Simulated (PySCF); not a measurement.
**C2H6AlAs: NMR shifts at several levels of theory**

Aim: compute the NMR shifts of C2H6AlAs (`C#[C][AlH2-][AsH3+]`) at several levels, and see how far they spread and what each costs.

Programs: PySCF 2.14.0, with density-fitted response routines of our own. Each step states its level of theory. These are calculated values for one molecule in the gas phase, unless marked as measured. Atoms are numbered from 0 throughout.

## Step 1: The molecule as given

10 atoms, charge 0, multiplicity 1; geometry from: PBE0-D3(BJ)/def2-SVP.

Bonds of the start (Å): C0–C1 1.22, C1–Al2 1.94, Al2–As3 2.63, C0–H4 1.08, Al2–H5 1.59, Al2–H6 1.59, As3–H7 1.51, As3–H8 1.51, As3–H9 1.51.

## Step 2: Nuclear shieldings: PBE0/pcSseg-2

The job: settings as JSON, then the geometry in Å.

```
{"job": {"kind": "nmr", "xc": "PBE0", "basis": "pcSseg-2", "pop": false}, "charge": 0, "multiplicity": 1}
C      1.686459    -2.072265     0.250152
C      1.447268    -0.898712     0.004672
Al     1.021252     0.954378    -0.378088
As    -1.533299     0.546219     0.084076
H      1.910530    -3.102887     0.463526
H      0.929006     1.394087    -1.907154
H      1.308780     2.030853     0.761759
H     -2.225837    -0.515761    -0.733934
H     -1.898341     0.026223     1.452843
H     -2.595469     1.616775    -0.018924
```

Level: GIAO PBE0/pcSseg-2 NMR shielding, non-relativistic, gas phase.

Command:

```bash
$ OMP_NUM_THREADS=1 python probes_run.py task.json out
```

One launch serves the whole session: the jobs run in the order shown.

The log of the run:

```text
coarse grid: 38880 points
cycle   1  E = -2557.5678833161  dE = -8.215e-01  |g| = 9.753e-01  |ddm| = 2.596e+00
cycle   2  E = -2557.5356489727  dE =  3.223e-02  |g| = 9.423e-01  |ddm| = 1.509e+00
cycle   3  E = -2557.6211952466  dE = -8.555e-02  |g| = 2.569e-01  |ddm| = 8.379e-01
cycle   4  E = -2557.6326090403  dE = -1.141e-02  |g| = 1.386e-01  |ddm| = 2.520e-01
cycle   5  E = -2557.6370207589  dE = -4.412e-03  |g| = 1.013e-02  |ddm| = 9.743e-02
cycle   6  E = -2557.6370464016  dE = -2.564e-05  |g| = 2.462e-03  |ddm| = 1.333e-02
cycle   7  E = -2557.6370480149  dE = -1.613e-06  |g| = 6.932e-04  |ddm| = 3.130e-03
final grid: 79616 points
cycle   8  E = -2557.6370523678  dE = -3.225e-09  |g| = 7.614e-04  |ddm| = 2.405e-03
cycle   9  E = -2557.6370522344  dE =  1.334e-07  |g| = 1.070e-03  |ddm| = 2.084e-03
cycle  10  E = -2557.6370524809  dE = -2.465e-07  |g| = 3.093e-04  |ddm| = 1.071e-03
cycle  11  E = -2557.6370525057  dE = -2.487e-08  |g| = 2.137e-05  |ddm| = 2.532e-04
cycle  12  E = -2557.6370525058  dE = -6.412e-11  |g| = 3.124e-06  |ddm| = 1.434e-05
converged SCF energy = -2557.6370525058

GIAO shielding tensors (ppm)
atom      isotropic    diamagn.    paramagn.     s11        s22        s33       span
  0 C       76.572     265.448    -188.876    -13.113     -7.643    250.473    263.586
  1 C       83.218     248.953    -165.735    -18.636    -17.136    285.425    304.061
  2 Al     449.940     792.672    -342.732    421.955    444.234    483.632     61.676
  3 As    1766.614    2878.464   -1111.850   1751.581   1772.293   1775.968     24.386
  4 H       29.327      32.075      -2.747     24.137     24.473     39.372     15.234
  5 H       27.101      28.479      -1.378     24.232     25.361     31.712      7.480
  6 H       27.101      28.493      -1.392     24.235     25.360     31.708      7.473
  7 H       27.596      29.509      -1.912     21.328     22.194     39.266     17.938
  8 H       27.594      29.529      -1.934     21.345     22.189     39.249     17.904
  9 H       27.577      28.406      -0.829     21.058     21.461     40.212     19.153
```

It took 32 s on 1 thread of Arm Neoverse V2, shared host; peak memory 1.1 GiB.

The references, computed at this level on geometries of the same kind, shield at (ppm): 1H TMS 31.25, 13C TMS 184.1, 27Al AlH4- 485.2, 75As AsH3 1915. Their shielding less the atom's gives the shift. The references are single molecules in the gas phase. Shifts against hydride references such as AlH4− lie on their own scale. Atoms listed in one row are averaged.

```
     atoms                               environment  σ (ppm)  δ (ppm)
        C0                    terminal alkyne carbon     76.6    107.6
        C1                             alkyne carbon     83.2    100.9
    H5, H6  hydrogen on an aluminium bonded to C, As    27.10     4.14
H7, H8, H9       hydrogen on an arsenic bonded to Al    27.59     3.66
        H4      hydrogen on a terminal alkyne carbon    29.33     1.92
       Al2            aluminium bonded to C, As, 2 H    449.9     35.3
       As3                 arsenic bonded to Al, 3 H     1767      148
```

## Step 3: Shielding tensors: mPW1PW91/pcSseg-2

Same as in step 2 but for these lines:

```diff
@@ -1,2 +1,2 @@
-{"job": {"kind": "nmr", "xc": "PBE0", "basis": "pcSseg-2", "pop": false}, "charge": 0, "multiplicity": 1}
+{"job": {"kind": "nmr", "xc": "mPW1PW91", "basis": "pcSseg-2", "pop": false}, "charge": 0, "multiplicity": 1}
 C      1.686459    -2.072265     0.250152
```

Method: GIAO mPW1PW91/pcSseg-2 NMR shielding, non-relativistic, gas phase.

The log of the run:

```text
coarse grid: 38880 points
cycle   1  E = -2558.2236384881  dE = -8.196e-01  |g| = 9.634e-01  |ddm| = 2.576e+00
cycle   2  E = -2558.1918721925  dE =  3.177e-02  |g| = 9.310e-01  |ddm| = 1.591e+00
cycle   3  E = -2558.2768368120  dE = -8.496e-02  |g| = 2.566e-01  |ddm| = 8.639e-01
cycle   4  E = -2558.2883141747  dE = -1.148e-02  |g| = 1.375e-01  |ddm| = 2.535e-01
cycle   5  E = -2558.2926575582  dE = -4.343e-03  |g| = 1.008e-02  |ddm| = 9.663e-02
cycle   6  E = -2558.2926822739  dE = -2.472e-05  |g| = 2.624e-03  |ddm| = 1.493e-02
cycle   7  E = -2558.2926840217  dE = -1.748e-06  |g| = 7.349e-04  |ddm| = 3.319e-03
final grid: 79616 points
cycle   8  E = -2558.2926806101  dE =  4.308e-09  |g| = 8.019e-04  |ddm| = 2.585e-03
cycle   9  E = -2558.2926804321  dE =  1.780e-07  |g| = 1.166e-03  |ddm| = 2.234e-03
cycle  10  E = -2558.2926807429  dE = -3.109e-07  |g| = 3.370e-04  |ddm| = 1.154e-03
cycle  11  E = -2558.2926807723  dE = -2.940e-08  |g| = 1.763e-05  |ddm| = 2.918e-04
cycle  12  E = -2558.2926807724  dE = -4.457e-11  |g| = 3.059e-06  |ddm| = 1.292e-05
converged SCF energy = -2558.2926807724

GIAO shielding tensors (ppm)
atom      isotropic    diamagn.    paramagn.     s11        s22        s33       span
  0 C       76.212     265.708    -189.497    -13.789     -8.291    250.715    264.504
  1 C       82.928     248.474    -165.546    -19.158    -17.551    285.493    304.651
  2 Al     449.955     792.956    -343.002    421.624    444.217    484.023     62.399
  3 As    1755.141    2878.820   -1123.679   1740.662   1760.806   1763.956     23.294
  4 H       29.384      32.102      -2.719     24.204     24.541     39.407     15.203
  5 H       27.189      28.602      -1.413     24.327     25.452     31.787      7.460
  6 H       27.188      28.616      -1.428     24.330     25.451     31.783      7.453
  7 H       27.643      29.546      -1.903     21.388     22.261     39.280     17.891
  8 H       27.642      29.567      -1.925     21.405     22.257     39.262     17.857
  9 H       27.630      28.439      -0.809     21.127     21.539     40.223     19.096
```

Run time: 30 s. Hardware: 1 thread of Arm Neoverse V2, shared host; peak memory 1.1 GiB.

This run: δ C0 107.3, C1 100.6, Al2 34.4, As3 147, H5 4.10, H7 3.65 ppm (means over like atoms).

## Step 4: NMR shieldings: WP04/pcSseg-2

Same as in step 3 but for these lines:

```diff
@@ -1,2 +1,2 @@
-{"job": {"kind": "nmr", "xc": "mPW1PW91", "basis": "pcSseg-2", "pop": false}, "charge": 0, "multiplicity": 1}
+{"job": {"kind": "nmr", "xc": "WP04", "basis": "pcSseg-2", "pop": false}, "charge": 0, "multiplicity": 1}
 C      1.686459    -2.072265     0.250152
```

With the program's defaults for keys left out, this is: GIAO WP04/pcSseg-2 NMR shielding, non-relativistic, gas phase.

The log of the run:

```text
coarse grid: 38880 points
cycle   1  E = -2574.7952746302  dE = -8.057e-01  |g| = 6.662e-01  |ddm| = 2.504e+00
cycle   2  E = -2574.7203036400  dE =  7.497e-02  |g| = 7.299e-01  |ddm| = 1.705e+00
cycle   3  E = -2574.8466876563  dE = -1.264e-01  |g| = 3.604e-01  |ddm| = 1.089e+00
cycle   4  E = -2574.8738555310  dE = -2.717e-02  |g| = 1.568e-01  |ddm| = 3.126e-01
cycle   5  E = -2574.8802542581  dE = -6.399e-03  |g| = 1.491e-02  |ddm| = 1.442e-01
cycle   6  E = -2574.8803138596  dE = -5.960e-05  |g| = 4.844e-03  |ddm| = 2.168e-02
cycle   7  E = -2574.8803190325  dE = -5.173e-06  |g| = 1.479e-03  |ddm| = 4.738e-03
final grid: 79616 points
cycle   8  E = -2574.8803001808  dE =  4.660e-09  |g| = 1.882e-03  |ddm| = 4.233e-03
cycle   9  E = -2574.8802999974  dE =  1.834e-07  |g| = 2.474e-03  |ddm| = 1.548e-03
cycle  10  E = -2574.8803003946  dE = -3.971e-07  |g| = 3.130e-04  |ddm| = 9.261e-04
cycle  11  E = -2574.8803004195  dE = -2.497e-08  |g| = 3.835e-05  |ddm| = 2.231e-04
cycle  12  E = -2574.8803004199  dE = -4.002e-10  |g| = 5.643e-06  |ddm| = 3.686e-05
converged SCF energy = -2574.8803004199

GIAO shielding tensors (ppm)
atom      isotropic    diamagn.    paramagn.     s11        s22        s33       span
  0 C       73.561     267.704    -194.143    -19.816    -13.979    254.479    274.294
  1 C       78.160     253.307    -175.147    -26.393    -24.211    285.084    311.477
  2 Al     452.611     793.952    -341.342    421.279    446.203    490.351     69.072
  3 As    1628.533    2884.850   -1256.317   1617.358   1629.079   1639.161     21.803
  4 H       29.940      31.647      -1.707     24.873     25.209     39.739     14.866
  5 H       28.341      29.487      -1.146     25.608     26.636     32.778      7.169
  6 H       28.340      29.502      -1.162     25.611     26.634     32.774      7.163
  7 H       28.297      30.516      -2.219     22.339     23.247     39.305     16.966
  8 H       28.297      30.540      -2.243     22.357     23.245     39.290     16.933
  9 H       28.283      29.190      -0.907     22.081     22.587     40.182     18.101
```

It took 26 s on 1 thread of Arm Neoverse V2, shared host; peak memory 1.1 GiB.

Key values: δ C0 98.5, C1 93.9, Al2 26.2, As3 127, H7 3.32, H5 3.27 ppm (means over like atoms).

## Step 5: NMR shieldings: B97-2/pcSseg-2

Same as in step 4 but for these lines:

```diff
@@ -1,2 +1,2 @@
-{"job": {"kind": "nmr", "xc": "WP04", "basis": "pcSseg-2", "pop": false}, "charge": 0, "multiplicity": 1}
+{"job": {"kind": "nmr", "xc": "B97-2", "basis": "pcSseg-2", "pop": false}, "charge": 0, "multiplicity": 1}
 C      1.686459    -2.072265     0.250152
```

With the program's defaults for keys left out, this is: GIAO B97-2/pcSseg-2 NMR shielding, non-relativistic, gas phase.

The log of the run:

```text
coarse grid: 38880 points
cycle   1  E = -2558.6332799329  dE = -8.240e-01  |g| = 8.599e-01  |ddm| = 2.585e+00
cycle   2  E = -2558.5974237388  dE =  3.586e-02  |g| = 8.204e-01  |ddm| = 1.523e+00
cycle   3  E = -2558.6765148697  dE = -7.909e-02  |g| = 2.847e-01  |ddm| = 8.859e-01
cycle   4  E = -2558.6921764774  dE = -1.566e-02  |g| = 1.398e-01  |ddm| = 2.680e-01
cycle   5  E = -2558.6966662386  dE = -4.490e-03  |g| = 1.063e-02  |ddm| = 1.034e-01
cycle   6  E = -2558.6966959515  dE = -2.971e-05  |g| = 2.949e-03  |ddm| = 1.642e-02
cycle   7  E = -2558.6966981144  dE = -2.163e-06  |g| = 8.183e-04  |ddm| = 3.639e-03
final grid: 79616 points
cycle   8  E = -2558.6966720548  dE = -3.588e-10  |g| = 9.736e-04  |ddm| = 3.188e-03
cycle   9  E = -2558.6966718011  dE =  2.538e-07  |g| = 1.416e-03  |ddm| = 2.653e-03
cycle  10  E = -2558.6966722389  dE = -4.379e-07  |g| = 4.218e-04  |ddm| = 1.401e-03
cycle  11  E = -2558.6966722853  dE = -4.641e-08  |g| = 1.857e-05  |ddm| = 3.379e-04
cycle  12  E = -2558.6966722854  dE = -6.730e-11  |g| = 4.452e-06  |ddm| = 1.858e-05
converged SCF energy = -2558.6966722854

GIAO shielding tensors (ppm)
atom      isotropic    diamagn.    paramagn.     s11        s22        s33       span
  0 C       79.591     265.728    -186.137     -9.091     -3.641    251.505    260.596
  1 C       86.055     249.270    -163.216    -14.101    -12.583    284.848    298.949
  2 Al     458.639     792.733    -334.094    430.476    453.615    491.827     61.351
  3 As    1743.823    2879.644   -1135.821   1729.817   1749.276   1752.378     22.560
  4 H       29.434      32.318      -2.884     24.227     24.563     39.512     15.284
  5 H       27.354      28.690      -1.336     24.513     25.624     31.926      7.413
  6 H       27.354      28.704      -1.351     24.516     25.623     31.922      7.406
  7 H       27.730      29.699      -1.969     21.538     22.412     39.242     17.704
  8 H       27.729      29.720      -1.992     21.555     22.407     39.225     17.670
  9 H       27.707      28.559      -0.852     21.258     21.683     40.179     18.921
```

Wall time 27 s (1 thread of Arm Neoverse V2, shared host); peak memory 1.1 GiB.

This run: δ C0 103.9, C1 97.4, Al2 33.8, As3 145, H5 4.01, H7 3.64 ppm (means over like atoms).

## Step 6: Nuclear shieldings: BHandHLYP/pcSseg-2

Same as in step 5 but for these lines:

```diff
@@ -1,2 +1,2 @@
-{"job": {"kind": "nmr", "xc": "B97-2", "basis": "pcSseg-2", "pop": false}, "charge": 0, "multiplicity": 1}
+{"job": {"kind": "nmr", "xc": "BHandHLYP", "basis": "pcSseg-2", "pop": false}, "charge": 0, "multiplicity": 1}
 C      1.686459    -2.072265     0.250152
```

With the program's defaults for keys left out, this is: GIAO BHandHLYP/pcSseg-2 NMR shielding, non-relativistic, gas phase.

The log of the run:

```text
coarse grid: 38880 points
cycle   1  E = -2558.0019459108  dE = -8.433e-01  |g| = 8.284e-01  |ddm| = 2.561e+00
cycle   2  E = -2558.0167798484  dE = -1.483e-02  |g| = 6.718e-01  |ddm| = 1.445e+00
cycle   3  E = -2558.0555128406  dE = -3.873e-02  |g| = 1.296e-01  |ddm| = 5.353e-01
cycle   4  E = -2558.0576089800  dE = -2.096e-03  |g| = 7.395e-02  |ddm| = 1.437e-01
cycle   5  E = -2558.0588999313  dE = -1.291e-03  |g| = 7.638e-03  |ddm| = 6.216e-02
cycle   6  E = -2558.0589110172  dE = -1.109e-05  |g| = 2.765e-03  |ddm| = 1.725e-02
cycle   7  E = -2558.0589130957  dE = -2.079e-06  |g| = 4.301e-04  |ddm| = 5.120e-03
final grid: 79616 points
cycle   8  E = -2558.0589057865  dE = -3.959e-08  |g| = 3.861e-04  |ddm| = 1.745e-03
cycle   9  E = -2558.0589057621  dE =  2.439e-08  |g| = 5.185e-04  |ddm| = 1.019e-03
cycle  10  E = -2558.0589058290  dE = -6.682e-08  |g| = 8.327e-05  |ddm| = 4.736e-04
cycle  11  E = -2558.0589058311  dE = -2.096e-09  |g| = 1.933e-05  |ddm| = 1.257e-04
cycle  12  E = -2558.0589058315  dE = -4.879e-10  |g| = 6.667e-06  |ddm| = 4.061e-05
converged SCF energy = -2558.0589058315

GIAO shielding tensors (ppm)
atom      isotropic    diamagn.    paramagn.     s11        s22        s33       span
  0 C       76.651     264.368    -187.718    -13.618     -8.126    251.697    265.315
  1 C       83.085     247.026    -163.941    -20.389    -18.544    288.189    308.578
  2 Al     456.567     791.481    -334.914    424.288    452.537    492.875     68.587
  3 As    1767.580    2877.891   -1110.311   1755.608   1768.485   1778.646     23.038
  4 H       29.477      32.530      -3.054     24.276     24.615     39.540     15.264
  5 H       27.518      28.642      -1.124     24.669     25.751     32.135      7.466
  6 H       27.518      28.656      -1.138     24.673     25.750     32.132      7.459
  7 H       27.852      29.630      -1.778     21.585     22.519     39.453     17.868
  8 H       27.852      29.652      -1.800     21.602     22.518     39.437     17.835
  9 H       27.855      28.597      -0.742     21.373     21.783     40.409     19.036
```

Wall time 28 s (1 thread of Arm Neoverse V2, shared host); peak memory 1.1 GiB.

This run: δ C0 107.6, C1 101.2, Al2 31.6, As3 140, H5 3.93, H7 3.60 ppm (means over like atoms).

## Step 7: Nuclear shieldings: CAM-B3LYP/pcSseg-2

Same as in step 6 but for these lines:

```diff
@@ -1,2 +1,2 @@
-{"job": {"kind": "nmr", "xc": "BHandHLYP", "basis": "pcSseg-2", "pop": false}, "charge": 0, "multiplicity": 1}
+{"job": {"kind": "nmr", "xc": "CAM-B3LYP", "basis": "pcSseg-2", "pop": false}, "charge": 0, "multiplicity": 1}
 C      1.686459    -2.072265     0.250152
```

Method: GIAO CAM-B3LYP/pcSseg-2 NMR shielding, non-relativistic, gas phase.

The log of the run:

```text
coarse grid: 38880 points
cycle   1  E = -2558.1497007689  dE = -8.502e-01  |g| = 9.875e-01  |ddm| = 2.463e+00
cycle   2  E = -2558.1561472192  dE = -6.446e-03  |g| = 8.863e-01  |ddm| = 1.432e+00
cycle   3  E = -2558.2140909062  dE = -5.794e-02  |g| = 1.440e-01  |ddm| = 5.894e-01
cycle   4  E = -2558.2160475611  dE = -1.957e-03  |g| = 7.959e-02  |ddm| = 1.437e-01
cycle   5  E = -2558.2174990352  dE = -1.451e-03  |g| = 1.037e-02  |ddm| = 6.514e-02
cycle   6  E = -2558.2175206465  dE = -2.161e-05  |g| = 3.244e-03  |ddm| = 2.191e-02
cycle   7  E = -2558.2175237788  dE = -3.132e-06  |g| = 5.023e-04  |ddm| = 5.685e-03
final grid: 79616 points
cycle   8  E = -2558.2175148489  dE = -5.259e-08  |g| = 4.185e-04  |ddm| = 1.670e-03
cycle   9  E = -2558.2175148207  dE =  2.814e-08  |g| = 5.583e-04  |ddm| = 1.140e-03
cycle  10  E = -2558.2175148961  dE = -7.539e-08  |g| = 1.020e-04  |ddm| = 5.204e-04
cycle  11  E = -2558.2175148988  dE = -2.728e-09  |g| = 1.637e-05  |ddm| = 1.395e-04
cycle  12  E = -2558.2175148991  dE = -2.483e-10  |g| = 6.316e-06  |ddm| = 3.518e-05
converged SCF energy = -2558.2175148991

GIAO shielding tensors (ppm)
atom      isotropic    diamagn.    paramagn.     s11        s22        s33       span
  0 C       74.558     264.162    -189.604    -16.653    -11.461    251.788    268.442
  1 C       79.584     247.942    -168.358    -24.758    -23.672    287.180    311.938
  2 Al     441.045     791.746    -350.700    412.687    434.243    476.206     63.519
  3 As    1738.631    2878.103   -1139.472   1724.796   1741.844   1749.254     24.458
  4 H       29.429      32.040      -2.611     24.260     24.589     39.436     15.176
  5 H       27.301      28.550      -1.249     24.464     25.570     31.869      7.406
  6 H       27.301      28.562      -1.261     24.468     25.570     31.866      7.398
  7 H       27.746      29.368      -1.622     21.492     22.402     39.343     17.851
  8 H       27.745      29.388      -1.643     21.510     22.399     39.327     17.817
  9 H       27.735      28.389      -0.654     21.248     21.668     40.288     19.039
```

Run time: 39 s. Hardware: 1 thread of Arm Neoverse V2, shared host; peak memory 1.3 GiB.

Key values: δ C0 108.0, C1 103.0, Al2 37.3, As3 144, H5 4.04, H7 3.60 ppm (means over like atoms).

## Step 8: Nuclear shieldings: wB97X-D/pcSseg-2

Same as in step 7 but for these lines:

```diff
@@ -1,2 +1,2 @@
-{"job": {"kind": "nmr", "xc": "CAM-B3LYP", "basis": "pcSseg-2", "pop": false}, "charge": 0, "multiplicity": 1}
+{"job": {"kind": "nmr", "xc": "wB97X-D", "basis": "pcSseg-2", "pop": false}, "charge": 0, "multiplicity": 1}
 C      1.686459    -2.072265     0.250152
```

Level: GIAO wB97X-D/pcSseg-2 NMR shielding, non-relativistic, gas phase.

The log of the run:

```text
coarse grid: 38880 points
cycle   1  E = -2558.0987132968  dE = -8.721e-01  |g| = 9.472e-01  |ddm| = 2.477e+00
cycle   2  E = -2558.1188940230  dE = -2.018e-02  |g| = 8.026e-01  |ddm| = 1.242e+00
cycle   3  E = -2558.1633462142  dE = -4.445e-02  |g| = 1.256e-01  |ddm| = 4.651e-01
cycle   4  E = -2558.1648635380  dE = -1.517e-03  |g| = 5.429e-02  |ddm| = 1.160e-01
cycle   5  E = -2558.1655369355  dE = -6.734e-04  |g| = 1.250e-02  |ddm| = 5.863e-02
cycle   6  E = -2558.1655747436  dE = -3.781e-05  |g| = 3.835e-03  |ddm| = 2.601e-02
cycle   7  E = -2558.1655796297  dE = -4.886e-06  |g| = 4.278e-04  |ddm| = 6.420e-03
final grid: 79616 points
cycle   8  E = -2558.1659192603  dE = -2.903e-06  |g| = 8.024e-04  |ddm| = 5.863e-03
cycle   9  E = -2558.1659193278  dE = -6.753e-08  |g| = 6.508e-04  |ddm| = 9.434e-04
cycle  10  E = -2558.1659193520  dE = -2.420e-08  |g| = 1.134e-04  |ddm| = 2.548e-04
cycle  11  E = -2558.1659193543  dE = -2.264e-09  |g| = 3.450e-05  |ddm| = 1.194e-04
cycle  12  E = -2558.1659193547  dE = -4.488e-10  |g| = 1.371e-05  |ddm| = 5.789e-05
converged SCF energy = -2558.1659193547

GIAO shielding tensors (ppm)
atom      isotropic    diamagn.    paramagn.     s11        s22        s33       span
  0 C       76.098     265.055    -188.957    -14.667     -9.639    252.600    267.267
  1 C       83.286     248.619    -165.333    -19.041    -17.993    286.893    305.934
  2 Al     452.399     792.071    -339.672    422.426    447.415    487.356     64.930
  3 As    1746.585    2878.790   -1132.205   1732.523   1750.990   1756.243     23.720
  4 H       29.429      32.350      -2.921     24.209     24.546     39.530     15.321
  5 H       27.313      28.474      -1.160     24.471     25.577     31.893      7.422
  6 H       27.314      28.487      -1.173     24.475     25.576     31.890      7.415
  7 H       27.758      29.533      -1.776     21.508     22.411     39.353     17.845
  8 H       27.757      29.558      -1.801     21.526     22.408     39.337     17.811
  9 H       27.757      28.414      -0.657     21.278     21.702     40.293     19.016
```

Wall time 41 s (1 thread of Arm Neoverse V2, shared host); peak memory 1.2 GiB.

This run: δ C0 108.3, C1 101.1, Al2 34.5, As3 143, H5 4.04, H7 3.60 ppm (means over like atoms).

(Part 1 of 2 ends here.)
